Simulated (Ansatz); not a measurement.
# HF/STO-3G run of LiBr (SMILES [Li][Br])

What is the electronic atomisation energy of LiBr at HF/STO-3G? 

Program for the calculation: Ansatz 0.2.0.

44 further runs of the same task are left out: 4 that didn't finish, 40 set aside as unsound or not needed.

### Step 1. Starting point

The species is LiBr (2 atoms), meant as a singlet with charge 0. As SMILES, `[Li][Br]`. The shape is that of a PBE0-D4/def2-TZVP optimisation.

Bond lengths: Li1–Br2 2.172 Å.

### Step 2. A single-point energy at HF/STO-3G

The input, run.yaml:

```yaml
crystal:
  periodic: [false, false, false]
  atoms:
    - {symbol: Li, position_ang: [-0.910300, 0.277700, -0.476100]}
    - {symbol: Br, position_ang: [0.939700, -0.337900, 0.480100]}
basis:
  gaussian: {orbitals: STO-3G}
hamiltonian: {xc: hf}
accuracy: high
```

The run is started by

```bash
$ ansatz run run.yaml --threads 1 --pin off --max-ram 2610MiB --events-out events.jsonl --progress --plain --runs-dir runs
```

Standard output:

```text
Warning: RAYON_NUM_THREADS=1 ignored (pool sized by the plan → 1); use --threads N
Functional definition: HF
  name "HF"
  exchange = exact_x
  correlation = 0
293 factors; integrals over basis functions are off by at most 6.7e-9 eV
mean field evaluation 1: about -69444.6215 eV, gradient 1.0e1 eV
mean field evaluation 2: about -69444.6606 eV, gradient 1.1e1 eV
mean field evaluation 4: about -69445.7254 eV, gradient 3.3e-1 eV
mean field evaluation 8: about -69445.7256 eV, gradient 1.8e-3 eV
mean field -69445.72556050 eV, -2552.0833423451 hartree, gradient 6.9e-9 eV, S^2 0.000000; 0 other end points of the search recorded, 0 dependent functions left out
reference -69445.72556050 eV, -2552.0833423451 hartree; 19, 19 occupied and 4, 4 virtual orbitals, 293 factors
Total energy: -69445.72556050 eV, -2552.0833423451 hartree
```

Run time: 0.24 s. Hardware: 1 thread of Arm Neoverse V2, shared host.

### Step 3. The Br atom

The input, molecule.yaml:

```yaml
crystal:
  periodic: [false, false, false]
  atoms:
    - {symbol: Br, position_ang: [0.000000, 0.000000, 0.000000]}
basis:
  gaussian:
    orbitals: STO-3G
magnetization:
  spin_polarized: true
  initial_magnetization: 1
hamiltonian:
  xc: hf
accuracy: high
```

Run the same way, it converges to -2544.63678 Eh (log not shown).

### Step 4. The Li atom

The input, molecule.yaml:

```yaml
crystal:
  periodic: [false, false, false]
  atoms:
    - {symbol: Li, position_ang: [0.000000, 0.000000, 0.000000]}
basis:
  gaussian: {orbitals: STO-3G}
magnetization: {spin_polarized: true, initial_magnetization: 1}
hamiltonian: {xc: hf}
accuracy: high
```

Run the same way, it converges to -7.31553 Eh (log not shown).

### Step 5. Summary of results

Level: HF/STO-3G.

```
                     quantity           value
       molecule: total energy  -2552.08334 Eh
        Br atom: total energy  -2544.63678 Eh
                Br atom: ⟨S²⟩           0.750
        Li atom: total energy     -7.31553 Eh
                Li atom: ⟨S²⟩           0.750
electronic atomisation energy        3.566 eV
```

**Reading.** Taking the molecule apart into free atoms costs 3.57 eV (82 kcal/mol), before zero-point energy and without spin-orbit coupling. Hartree–Fock lacks the correlation of the bonding pairs, which as a rule makes this value much too low; in minimal bases other errors can mask that. In a minimal basis such a difference can be off by several eV, whatever the method.
